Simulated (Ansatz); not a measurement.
**SnHBr3: basis-set convergence**

The task here is to estimate one member of a computed series from the others.

Program: Ansatz 0.2.0, Gaussian basis. Level of theory: one geometry, several basis sets. These are calculated values, not measurements.

Levels to be run: PBE0-D4/def2-SVP; ωB97M-V/def2-SVP; PBE0-D4/def2-QZVPP; ωB97M-V/def2-QZVPP; the functionals' def2-TZVPP values are taken from earlier runs.

## The geometry

An earlier PBE0-D4 in a triple-zeta def2 set relaxation fixed the geometry. Sn takes the def2 core potential; no spin-orbit term is included.

SMILES `[Br][SnH]([Br])[Br]`, 5 atoms, charge 0, spin multiplicity 1.

Atoms are counted from 1 here; the program's logs count them from 0.

Bond lengths: Br1–Sn2 2.454 Å, Sn2–Br3 2.454 Å, Sn2–Br4 2.454 Å, Sn2–H5 1.696 Å. Angles: Br1–Sn2–Br3 108.1°, Br1–Sn2–Br4 108.1°, Br1–Sn2–H5 110.8°, Br3–Sn2–Br4 108.1°, Br3–Sn2–H5 110.8°, Br4–Sn2–H5 110.8°.

The first run:

File in.yaml:

```yaml
crystal:
  periodic: [false, false, false]
  atoms:
    - {symbol: Br, position_ang: [-1.501817, 0.519248, 1.770709]}
    - {symbol: Sn, position_ang: [0.136059, 0.118925, -0.012346]}
    - {symbol: Br, position_ang: [1.188982, -2.060141, 0.394299]}
    - {symbol: Br, position_ang: [-1.072494, -0.003785, -2.144656]}
    - {symbol: H, position_ang: [1.299170, 1.352153, -0.049406]}
basis:
  gaussian: {orbitals: def2-SVP}
hamiltonian: {xc: pbe0, dispersion: d4}
output: {orbitals: {seedname: orbitals}}
```

On the command line:

```console
$ ansatz run in.yaml --threads 4 --pin off --events-out ev --progress --plain --max-ram 10444MiB
```

Steps of the session up to this table: PBE0-D4 in def2-SVP; ωB97M-V in def2-SVP; PBE0-D4 in def2-QZVPP; ωB97M-V in def2-QZVPP.

One of the session's tables, all rows but one given; the rest of the session is left out.

It belongs to the step «Functionals by basis». 

```
functional       basis  HOMO (eV)  LUMO (eV)
   PBE0-D4    def2-SVP      -8.56      -2.49
   PBE0-D4  def2-TZVPP      -8.68      -2.60
   PBE0-D4  def2-QZVPP      -8.70      -2.61
   ωB97M-V    def2-SVP     -10.74      -0.48
   ωB97M-V  def2-TZVPP          ?          ?
   ωB97M-V  def2-QZVPP     -10.90      -0.72
```

Q: Estimate the row for ωB97M-V, def2-TZVPP from the others.

As computed: HOMO (eV): -10.89; LUMO (eV): -0.67. In the column «HOMO (eV)» it lies between ωB97M-V, def2-QZVPP (-10.90) and ωB97M-V, def2-SVP (-10.74).
